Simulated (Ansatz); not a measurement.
# GeH9NSi2: basis-set convergence

How large a basis does GeH9NSi2 need? Two functionals are run in growing sets.

Program: Ansatz 0.2.0, Gaussian basis. Level of theory: one geometry, several basis sets. These are calculated values, not measurements.

The runs, in order: PBE0-D4/def2-SVP; ωB97M-V/def2-SVP; PBE0-D4/def2-QZVPP; ωB97M-V/def2-QZVPP; the functionals' def2-TZVPP values are taken from earlier runs.

## 1. The geometry

An earlier PBE0-D4 in a triple-zeta def2 set relaxation fixed the geometry.

SMILES `[SiH3][SiH2][NH][GeH3]`, 13 atoms, charge 0, spin multiplicity 1.

Atoms are counted from 1 here; the program's logs count them from 0.

Bond lengths: Si1–Si2 2.343 Å, Si1–H5 1.488 Å, Si1–H6 1.489 Å, Si1–H7 1.491 Å, Si2–N3 1.723 Å, Si2–H8 1.489 Å, Si2–H9 1.496 Å, N3–Ge4 1.841 Å, N3–H10 1.009 Å, Ge4–H11 1.543 Å, Ge4–H12 1.538 Å, Ge4–H13 1.534 Å. Angles: Si2–Si1–H5 111.1°, Si2–Si1–H6 111.0°, Si2–Si1–H7 109.7°, H5–Si1–H6 108.8°, H5–Si1–H7 108.0°, H6–Si1–H7 108.1°, Si1–Si2–N3 110.1°, Si1–Si2–H8 110.6°, Si1–Si2–H9 108.2°, N3–Si2–H8 107.1°, N3–Si2–H9 114.2°, H8–Si2–H9 106.6°, Si2–N3–Ge4 126.9°, Si2–N3–H10 116.9°, Ge4–N3–H10 114.2°, N3–Ge4–H11 111.8°, N3–Ge4–H12 108.1°, N3–Ge4–H13 106.6° and more.

## 2. PBE0-D4 in def2-SVP

File in.yaml:

```yaml
crystal:
  periodic: [false, false, false]
  atoms:
    - {symbol: Si, position_ang: [-0.385777, 2.535775, -0.213699]}
    - {symbol: Si, position_ang: [-0.895233, 0.258822, -0.000569]}
    - {symbol: N, position_ang: [0.498687, -0.695113, -0.341372]}
    - {symbol: Ge, position_ang: [0.905137, -2.348022, 0.359997]}
    - {symbol: H, position_ang: [0.595387, 2.964237, 0.819977]}
    - {symbol: H, position_ang: [-1.611967, 3.370968, -0.085515]}
    - {symbol: H, position_ang: [0.213688, 2.794156, -1.554369]}
    - {symbol: H, position_ang: [-1.310831, -0.056755, 1.394073]}
    - {symbol: H, position_ang: [-2.071091, -0.040851, -0.875840]}
    - {symbol: H, position_ang: [1.027736, -0.453520, -1.166255]}
    - {symbol: H, position_ang: [0.289272, -3.491197, -0.473087]}
    - {symbol: H, position_ang: [2.435401, -2.498975, 0.369326]}
    - {symbol: H, position_ang: [0.329995, -2.374325, 1.782035]}
basis:
  gaussian: {orbitals: def2-SVP}
hamiltonian: {xc: pbe0, dispersion: d4}
output: {orbitals: {seedname: orbitals}}
```

On the command line:

```
$ ansatz run in.yaml --threads 4 --pin off --events-out ev --progress --plain --max-ram 10444MiB
```

The runs that follow: ωB97M-V in def2-SVP; PBE0-D4 in def2-QZVPP; ωB97M-V in def2-QZVPP.

**Question.** What will the summary of the whole plan be? Wanted: PBE0-D4: double and triple zeta above quadruple; ωB97M-V: double and triple zeta above quadruple.

The runs gave:

```
                                       quantity           value
PBE0-D4: double and triple zeta above quadruple  16.45, 1.87 eV
ωB97M-V: double and triple zeta above quadruple  16.51, 1.80 eV
```

**Reading.** PBE0-D4 gains 14.58 eV from double to triple zeta, then 1.87 eV more. Total energies overstate the basis error of differences, where much of it tends to cancel. The LUMO of ωB97M-V is positive and keeps falling with the basis (1.78 to 1.05 eV): an unbound level that the basis holds in place.
